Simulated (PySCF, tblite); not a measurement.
# C5H11FO3Si: geometry, infrared bands and NMR shifts

What infrared bands and NMR shifts should C5H11FO3Si (`C[C@@H](CF)[C@@H](O[SiH3])C(=O)O`) show?

Programs: tblite 0.8.0 and PySCF 2.14.0, with density-fitted response routines of our own. Each step states its level of theory. These are calculated values for one molecule in the gas phase, unless marked as measured. Atoms count from 0, in the outputs and in this text.

### 1 The starting structure

21 atoms, charge 0, multiplicity 1; geometry from: force field or distance geometry start.

Bonds of the start (Å): C0–C1 1.52, C1–C2 1.54, C2–F3 1.37, C1–C4 1.54, C4–O5 1.42, O5–Si6 1.67, C4–C7 1.53, C7–O8 1.22, C7–O9 1.35, C0–H10 1.09, C0–H11 1.09, C0–H12 1.11, C1–H13 1.09, C2–H14 1.08, C2–H15 1.09, C4–H16 1.11, Si6–H17 1.48, Si6–H18 1.48, Si6–H19 1.48, O9–H20 0.97.

### 2 Relaxing the molecule with GFN2-xTB

What the job is given:

```
{"job": {"kind": "relax", "xc": "GFN2-xTB", "basis": "xTB"}, "charge": 0, "multiplicity": 1}
C     -2.011500     0.174600    -1.026100
C     -1.066800     0.508200     0.112700
C     -1.483300    -0.217100     1.406300
F     -2.761100     0.184000     1.706400
C      0.413400     0.223900    -0.226300
O      1.202600     0.756300     0.828900
Si     2.819100     1.087800     0.560400
C      0.665000    -1.271300    -0.455600
O      1.046700    -2.091700     0.367300
O      0.400300    -1.664500    -1.721700
H     -2.093900    -0.901800    -1.205400
H     -1.701200     0.658000    -1.951300
H     -3.034000     0.540200    -0.787600
H     -1.155300     1.579600     0.316800
H     -1.507900    -1.292300     1.288800
H     -0.856000     0.045300     2.264400
H      0.657800     0.760200    -1.162400
H      3.499100     1.333400     1.854100
H      3.433100    -0.058300    -0.139400
H      2.917800     2.279000    -0.303900
H      0.607300    -2.616400    -1.726700
```

Launch:

```
OMP_NUM_THREADS=1 python probes_run.py task.json out
```

One launch serves the whole session: the jobs run in the order shown.

**Question.** This job is followed by: GFN2-xTB harmonic vibrations, gas phase; GIAO PBE0/pcSseg-1 NMR shielding, non-relativistic, gas phase. What will the session give for the following? strongest single infrared mode (GFN2-xTB); zero-point energy (GFN2-xTB); 13C shifts against TMS (PBE0/pcSseg-1); 1H shifts against TMS (PBE0/pcSseg-1, means over atoms taken as alike); 19F shifts against CFCl3 (PBE0/pcSseg-1); 17O shifts against H2O (PBE0/pcSseg-1); 29Si shifts against TMS (PBE0/pcSseg-1).

As calculated:

```
                                                              quantity                                         value
                             strongest single infrared mode (GFN2-xTB)                         1785 cm⁻¹, 454 km/mol
                                          zero-point energy (GFN2-xTB)                                 97.4 kcal/mol
                                13C shifts against TMS (PBE0/pcSseg-1)             181.6, 87.1, 74.7, 46.5, 15.4 ppm
1H shifts against TMS (PBE0/pcSseg-1, means over atoms taken as alike)  6.46, 5.05, 5.04, 4.45, 4.05, 2.48, 1.39 ppm
                              19F shifts against CFCl3 (PBE0/pcSseg-1)                                    -257.1 ppm
                                17O shifts against H2O (PBE0/pcSseg-1)                        423.1, 205.6, 25.5 ppm
                               29Si shifts against TMS (PBE0/pcSseg-1)                                     -40.9 ppm
```

In words: Relaxing lowered the energy by 0.377 eV in 223 steps; the close pair that moved most is C4–O5, from 1.421 to 1.378 Å. All 57 modes are real, so the xTB geometry is a minimum. The strongest single mode, at 1785 cm⁻¹, moves mainly C7 and O8. GFN2-xTB is a fitted tight-binding method: band positions and strengths are rough. Its intensities can rank the bands wrongly. At PBE0/pcSseg-1: The largest span, 616 ppm, is at O8, where the paramagnetic term is -491 ppm.
